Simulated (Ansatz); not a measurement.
# BeB2, space group P6/mmm: a series of slab calculations

Computed with Ansatz 0.2.0, Python API.

The script reads `POSCAR`:
```text
BeB2
1.0
   2.92969045    0.00000000    0.00000000
  -1.46484522    2.53718635    0.00000000
   0.00000000    0.00000000    2.87733500
Be B
1 2
Direct
   0.00000000    0.00000000    0.00000000
   0.33333333    0.66666667    0.50000000
   0.66666667    0.33333333    0.50000000
```

At the Python prompt:
```pycon
>>> import ansatz as az
>>> from ase.build import surface
>>> from ase.io import read
>>> import numpy as np
>>> from tabulate import tabulate
>>> XC = "PBEsol"
>>> FILLING = "Fermi-Dirac"
>>> KGRID = (6, 6, 1)
>>> atoms = read("POSCAR", format="vasp")
>>> rows = []
>>> for value in [3.0, 4.0, 5.0, 6.5, 8.0]:
...     slab = surface(atoms, (1, 0, 1), 4, vacuum=value)
...     slab.pbc = True
...     setup = (
...         az.Crystal.from_ase(slab).calculation()
...         .functional(XC)
...         .occupations(FILLING)
...         .kpoints(*KGRID)
...         .electric_field(axis=3, dipole_correction=True)
...     )
...     r = setup.run(threads=1, pin="off").report
...     face = r["work_function"]
...     rows.append((value, len(slab), r["free_energy_ev"], face["dipole_moment_e_ang"], face.get("phi_plus_ev"), face.get("phi_minus_ev")))
...
DeckWarning: basis.ecutwfc = 420 eV, auto-derived from the records' recommended cutoffs: set by Be (normal level)
RunWarning: efield: at this solve's end the planar-averaged density reaches 2.27e-2 e/Å³ inside the ramp window [0.8748, 0.1252] (bound 1e-5 e/Å³); the window's nearer edge stands 1.34 Å from this solve's nearest atom along the axis. Its work functions, free energy, forces, stress, dipole, levels and responses can be off, and this figure does not tell by how much. The cell may have no vacuum [...]
>>> print(tabulate(rows, headers=["vacuum each side (A)", "atoms", "F (eV)", "dipole (e A)", "phi upper (eV)", "phi lower (eV)"], floatfmt=".4f", missingval="-"))
  vacuum each side (A)    atoms      F (eV)    dipole (e A)    phi upper (eV)    phi lower (eV)
----------------------  -------  ----------  --------------  ----------------  ----------------
                3.0000       12  -1574.8028         -0.0644            5.7176            4.7356
                4.0000       12  -1574.8093         -0.0614            5.9575            4.9718
                5.0000       12  -1574.8101         -0.0611            5.9843            5.0001
                6.5000       12  -1574.8101         -0.0610            5.9856            5.0029
                8.0000       12  -1574.8102         -0.0610            5.9859            5.0030
```

What to keep in mind:
- Total energies depend on the potentials; only differences at equal settings carry meaning. A total without «per atom» is that of the whole cell that was run.
- The density doesn't vanish in the vacuum (a short gap or a low cutoff), which blurs the vacuum level.
- For a metal this k-point mesh is coarse: on a finer one energies can move by several to tens of meV an atom and pressures by half a GPa or more, differences at one mesh by less.
- This cell is a computed structure, which may not be the phase found in nature.
- Warnings are shown shortened and without file and line.
- The slabs are thin, unrelaxed cuts of the structure as given, on a modest mesh, so the surface energy isn't converged; Miller indices refer to the cell as typed, and unlike faces give only a mean.
- The whole script took 13 s on 1 thread of AMD EPYC 9R45 96-Core Processor (Zen 5), on a shared host, peak memory 0.53 GiB.
